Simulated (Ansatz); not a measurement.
# NaPt: the cost of one run

Computed with Ansatz 0.2.0 (DFT LDA, scalar-relativistic, plane waves, PAW, unless a step's input says otherwise).

16 further runs of the same task are left out: 16 set aside as unsound or not needed.

**1. The structure to begin with**

The structure is hexagonal, space group P-6m2 (No. 187). The conventional cell has a = 2.756 Å, b = 2.756 Å, c = 4.804 Å, α = 90.00°, β = 90.00°, γ = 120.00°. Around Na (site symmetry -6m2) lie 6 Na at 2.76 Å and 6 Pt at 2.88 Å. Pt (site symmetry -6m2) is surrounded by 6 Pt at 2.76 Å and 6 Na at 2.88 Å.

Coordinates:

```cif
data_structure
_symmetry_space_group_name_H-M 'P-6m2'
_symmetry_Int_Tables_number 187
_cell_length_a 2.7562
_cell_length_b 2.7562
_cell_length_c 4.8039
_cell_angle_alpha 90.000
_cell_angle_beta 90.000
_cell_angle_gamma 120.000
_cell_volume 31.60
loop_
_atom_site_label
_atom_site_type_symbol
_atom_site_symmetry_multiplicity
_atom_site_Wyckoff_symbol
_atom_site_fract_x
_atom_site_fract_y
_atom_site_fract_z
_atom_site_occupancy
Na1 Na 1 f 0.66667 0.33333 0.50000 1
Pt1 Pt 1 c 0.33333 0.66667 0.00000 1
```

It goes back to an entry of the Materials Project, which need not be the stable form.

This cell was relaxed beforehand with the same method: volume 15.80 Å³/atom, gap on the mesh none (metal).

**2. Plan of the line**

The energy is mapped over the lattice constants a and c of the conventional cell.

- lattice constant a (and b): 7 values from 2.674 to 2.839 Å
- lattice constant c: 7 values from 4.228 to 5.380 Å

Nothing else is relaxed (symmetry fixes all fractional coordinates). Energies count from the relaxed crystal. Points are written as (first, second).

**3. Grid point (2.674 Å, 4.420 Å)**

input.yaml reads:

```yaml
crystal:
  lattice:
    - [2.6735, 0.0, 0.0]
    - [-1.33675, 2.315318917, 0.0]
    - [0.0, 0.0, 4.4196]
  atoms:
    - { symbol: Na, position: [0.6666666667, 0.3333333333, 0.5] }
    - { symbol: Pt, position: [0.3333333333, 0.6666666667, 0.0] }
basis:
  ecutwfc: 520.0
kpoints:
  mp_grid: { grid: [18, 18, 10] }
hamiltonian:
  xc: lda
  pseudopotentials: { kind: paw }
scf:
  occupations: { method: gaussian, width: 0.15 }
output:
  forces: true
  stress: true
  eigenvalues: true
```

The run is started by

```bash
ansatz run input.yaml --threads 1 --pin off --max-ram 2048MiB --backend cpu --events-out ev --progress --plain --runs-dir out
```

Q: Estimate wall time and peak memory on 1 thread of Arm Neoverse N1, shared host.

About 20 s, with a peak of 0.41 GiB.
